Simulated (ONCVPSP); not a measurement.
**Si: generating and testing an ONCV potential**

Task: generate the file, and judge it by its errors in other configurations, its logarithmic derivatives, its ghosts and its cutoff.

The numbers are computed with ONCVPSP 4.0.1.1 (patched build) (PBE, scalar-relativistic, spin-unpolarised reference atom).

### 1 Settings

The settings as typed:

- element: silicon (Si, Z = 14)
- type: optimised norm-conserving Vanderbilt (ONCV)
- frozen core: [Ne]
- valence charge: 4
- reference configuration: 3s2 3p1.75 (charge +0.25)
- partial waves: 3s: rc 1.65 bohr, ncon 4, nbas 7, qcut 5 1/bohr, 3 projectors, debl 1.9 Ha; 3p: rc 1.45 bohr, ncon 4, nbas 9, qcut 6.7 1/bohr, 2 projectors, debl 3.2 Ha; d scattering state at 0.26 Ha: rc 1.70 bohr, ncon 4, nbas 7, qcut 6.4 1/bohr, 2 projectors, debl 3.6 Ha
- local potential: polynomial inside 1.25 bohr (lpopt 5, dvloc0 6 Ha)
- core correction: Teter function, fcfact 2.5, rcfact 1.6

An earlier all-electron run gives the scale for the radii.

All-electron outer shells of the reference configuration (PBE, scalar-relativistic, ld1.x):

```
shell  level (eV)  outermost node (bohr)  outermost maximum (bohr)
   2s     -141.63                   0.15                      0.45
   2p      -97.69                      –                      0.39
   3s      -12.71                   0.72                      1.77
   3p       -5.83                   0.72                      2.11
```

### 2 Generating the potential

Si.dat

```
# ATOM AND REFERENCE CONFIGURATION
# atsym  z   nc   nv     iexc    psfile
  Si 14.00    3    2        4      upf
#
#   n    l    f
    1    0    2.00
    2    0    2.00
    2    1    6.00
    3    0    2.00
    3    1    1.75
#
# PSEUDOPOTENTIAL AND OPTIMIZATION
# lmax
    2
#
#   l,   rc,      ep,       ncon, nbas, qcut
    0    1.65    0.00    4    7    5.00
    1    1.45    0.00    4    9    6.70
    2    1.70    0.26    4    7    6.40
#
# LOCAL POTENTIAL
# lloc, lpopt,  rc(5),   dvloc0
    4    5    1.25    6.00
#
# VANDERBILT-KLEINMAN-BYLANDER PROJECTORs
# l, nproj, debl
    0    3    1.90
    1    2    3.20
    2    2    3.60
#
# MODEL CORE CHARGE
# icmod, fcfact, rcfact
    3    2.50    1.60
#
# LOG DERIVATIVE ANALYSIS
# epsh1, epsh2, depsh
   -2.00    5.00    0.02
#
# OUTPUT GRID
# rlmax, drl
    6.00    0.01
#
# TEST CONFIGURATIONS
# ncnf
    4
# nvcnf
#   n    l    f
    2
    3    0    2.00
    3    1    2.00
#
    2
    3    0    2.00
    3    1    1.00
#
    2
    3    0    2.00
    3    1    0.00
#
    2
    3    0    2.00
    3    1    1.50
#
```

Launch:

```sh
$ oncvpsp.x < Si.dat > Si.out
```

Q: Predict the outcome of this session. Wanted: cutoffs for 1 and 0.1 mHa per electron, occupied waves; bound ghosts; GHOST(+) flags; largest test error; largest phase difference near zero energy, channels read; rms error of d²Exc/dn², without and with the model core.

**Answer**, as computed:

```
                                                quantity                                                                                            value
  cutoffs for 1 and 0.1 mHa per electron, occupied waves                                                                                  16 Ha and 34 Ha
                                            bound ghosts                                                                                  s at -108.00 eV
                                          GHOST(+) flags  p at 855 eV, p at 1494 eV, p at 2265 eV, p at 3305 eV (1 near or above the test basis's cutoff)
                            largest test error (AE − PS)                                                                             -10 meV, for 3s2 3p0
largest phase difference near zero energy, channels read                                                                                        0.003 rad
 rms error of d²Exc/dn², without and with the model core                                                                                1.81 and 1.34 mHa
```

In words: It has a bound ghost (s), a state that the atom doesn't have, and that rules the file out. The worst unpolarised test, 3s2 3p0, is off by 10 meV on 22.5 eV; by total energies transferability rates as good. Atomic tests can pass in spite of a ghost, since they solve only for the levels asked. The potential is soft on the atom at that tolerance: the looser tolerance needs 16 Ha. At the looser tolerance the 3p wave is the slowest; 3s needs 8 Ha. Near zero energy the phases of the channels with partial waves agree within 0.003 rad. The program also flags highly localised states, GHOST(+) (p).
